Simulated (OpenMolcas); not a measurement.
# Ar³⁺: CASSCF and CASPT2 terms and fine-structure levels

Wanted: the level scheme of Ar³⁺ from active-space wave functions, then second-order correlation.

Program: OpenMolcas 26.06. Level of theory: state-averaged CASSCF and CASPT2, spin-orbit coupling by RASSI with atomic mean-field integrals. These are calculated values, not measurements, unless marked.

1 further run of the same task is left out (set aside as unsound or not needed).

**1. The atom as given**

| Item | Value |
| --- | --- |
| Species | Ar³⁺ (argon, Z = 18, 15 electrons) |
| Basis | ANO-RCC [8s7p5d4f2g], 100 functions |
| Scalar Hamiltonian | DKH2, point nucleus |
| Inactive shells | 1s 2s 2p |
| Active space | 5 electrons in 8 orbitals (3s 3p 4s 4p) |
| Some configurations of this space | 3p5, 3s 3p4, 3s2 3p3 |
| Orbitals | optimised for each spin and parity, averaged over the low roots |

Outer shells as boxes (Hund's rule):

3p5
```
3p [↑↓][↑↓][↑ ]
```

3s 3p4
```
3s [↑ ]
3p [↑↓][↑ ][↑ ]
```

3s2 3p3
```
3s [↑↓]
3p [↑ ][↑ ][↑ ]
```

The work runs as a chain of OpenMolcas steps in one folder; each step below is one input file. Labels, J, g values, rates, χT and fits are worked out afterwards by a script from the matrices that RASSI stores.

**2. One- and two-electron integrals**

a.inp

```
&GATEWAY
Coord
1

Ar 0.0 0.0 0.0
Basis=ANO-RCC
Group=XYZ
NoMove
AngMom=0.0 0.0 0.0
AMFI
&SEWARD
```

Command:

```console
$ OMP_NUM_THREADS=1 MOLCAS_MEM=2252 MOLCAS_PROJECT=a pymolcas a.inp > a.log
```

**3. A small preliminary run for start orbitals**

a.inp

```
&RASSCF
FileOrb=start.orb
Symmetry=2
Spin=4
nActEl=5 0 0
Inactive=2 3
Ras2=1 3
CIRoot=1 1 1
SDav=1
CIMx=300
Iter=120 100
PrWF=0.3
OrbListing=Nothing
MaxOrb=0
Atom
>>> COPY $Project.JobIph JOBPRE
```

**4. Reference wave functions, quartets of odd parity, 1 root**

a.inp

```
&RASSCF
FileOrb=start.orb
Symmetry=2
Spin=4
nActEl=5 0 0
Inactive=2 3
Ras2=2 6
CIRoot=1 1 1
SDav=234
CIMx=300
Iter=120 100
PrWF=0.3
OrbListing=Nothing
MaxOrb=0
Atom
>>> COPY $Project.JobIph JOB001
```

**5. CASSCF: doublets of odd parity, 8 roots**

a.inp

```
&RASSCF
FileOrb=start.orb
Symmetry=2
Spin=2
nActEl=5 0 0
Inactive=2 3
Ras2=2 6
CIRoot=8 8 1
SDav=516
CIMx=300
Iter=120 100
PrWF=0.3
OrbListing=Nothing
MaxOrb=0
Atom
>>> COPY $Project.JobIph JOB002
```

**6. CASSCF: quartets of even parity, 3 roots**

a.inp

```
&RASSCF
FileOrb=start.orb
Symmetry=1
Spin=4
nActEl=5 0 0
Inactive=2 3
Ras2=2 6
CIRoot=3 3 1
SDav=270
CIMx=300
Iter=120 100
PrWF=0.3
OrbListing=Nothing
MaxOrb=0
Atom
>>> COPY $Project.JobIph JOB003
```

**7. CASSCF: doublets of even parity, 9 roots**

a.inp

```
&RASSCF
FileOrb=start.orb
Symmetry=1
Spin=2
nActEl=5 0 0
Inactive=2 3
Ras2=2 6
CIRoot=9 9 1
SDav=492
CIMx=300
Iter=120 100
PrWF=0.3
OrbListing=Nothing
MaxOrb=0
Atom
>>> COPY $Project.JobIph JOB004
```

**8. RASSI: spin-orbit coupling between the states**

a.inp

```
&RASSI
NrOfJobIphs=4 1 8 3 9
1
1 2 3 4 5 6 7 8
1 2 3
1 2 3 4 5 6 7 8 9
IphNames
JOB001
JOB002
JOB003
JOB004
EJob
SpinOrbit
DIPRint=1.0
SOCoupling=1000.0
Subsets=2
MEES
Property=10
'ANGMOM' 1 'ANGMOM' 2 'ANGMOM' 3 'MLTPL  1' 1 'MLTPL  1' 2 'MLTPL  1' 3
'AMFI' 1 'AMFI' 2 'AMFI' 3 'MLTPL  2' 6
SOProperty=3
'ANGMOM' 1 'ANGMOM' 2 'ANGMOM' 3
```

**9. CASPT2: IPEA 0.25, imaginary shift 0.1 (closed shells correlated: 2s 2p)**

a.inp

```
>>> COPY JOB001 $Project.JobIph
&CASPT2
Multistate=1 1
Frozen=1 0
IPEA=0.25
Imaginary=0.1
MaxIter=60
WThr=0.0 0.3 0.05
PrWF=0.5
NoMix
>>> COPY JOB002 $Project.JobIph
&CASPT2
Multistate=8 1 2 3 4 5 6 7 8
Frozen=1 0
IPEA=0.25
Imaginary=0.1
MaxIter=60
WThr=0.0 0.3 0.05
PrWF=0.5
NoMix
>>> COPY JOB003 $Project.JobIph
&CASPT2
Multistate=3 1 2 3
Frozen=1 0
IPEA=0.25
Imaginary=0.1
MaxIter=60
WThr=0.0 0.3 0.05
PrWF=0.5
NoMix
>>> COPY JOB004 $Project.JobIph
&CASPT2
Multistate=9 1 2 3 4 5 6 7 8 9
Frozen=1 0
IPEA=0.25
Imaginary=0.1
MaxIter=60
WThr=0.0 0.3 0.05
PrWF=0.5
NoMix
```

(Steps that only read results are left out.)

Before running it: what results should come out? Wanted: lowest level; first excited level; spin-orbit lowering of the lowest level; strongest of the lines computed, by gA, at SS-CASPT2 energies.

**Answer**, as computed:

```
                                                     quantity                                                                        value
                                                       method  SS-CASPT2, IPEA 0.25, imaginary shift 0.1 (closed shells correlated: 2s 2p)
                                                 lowest level                               3s2 3p3 4S* 3/2, 100 % of that term, g = 2.002
                                  ground level listed by NIST                                                                       4S°3/2
                                          first excited level                                                3s2 3p3 2D* 3/2 at 21670 cm-1
                      spin-orbit lowering of the lowest level                                                                    34.3 cm-1
strongest of the lines computed, by gA, at SS-CASPT2 energies                  3s 3p4 2P 3/2 → 3s2 3p3 2D* 5/2, 55.82 nm, A = 1.62e+10 s⁻¹
```

Cost and accuracy by method:

```csv
method,time of its own steps,time with the reference,mean absolute difference from the measured levels (cm-1)
A. CASSCF,38 s,38 s,10000
"B. SS-CASPT2, IPEA 0.25, imaginary shift 0.1, +2s 2p",43 s,81 s,7300
```

Times are of one thread on a shared host.

What this shows: Second-order correlation (method B) scales the levels of the lowest configuration above 5000 cm⁻¹ by 0.84 to 0.99. Method B lies closest to the measured levels (7300 cm⁻¹ on average) and A farthest (10000). Only the configurations of the active space and the roots asked for are present. Not all states of the active space went into the spin-orbit step. CASPT2 does not keep the components of a term degenerate, and the means are used. Reference weights range from 0.86 to 0.96, which points to intruder states or a small active space for some roots. The levels of the extra active shells were not computed. No d shell is active. Levels of other configurations are missing from the list.
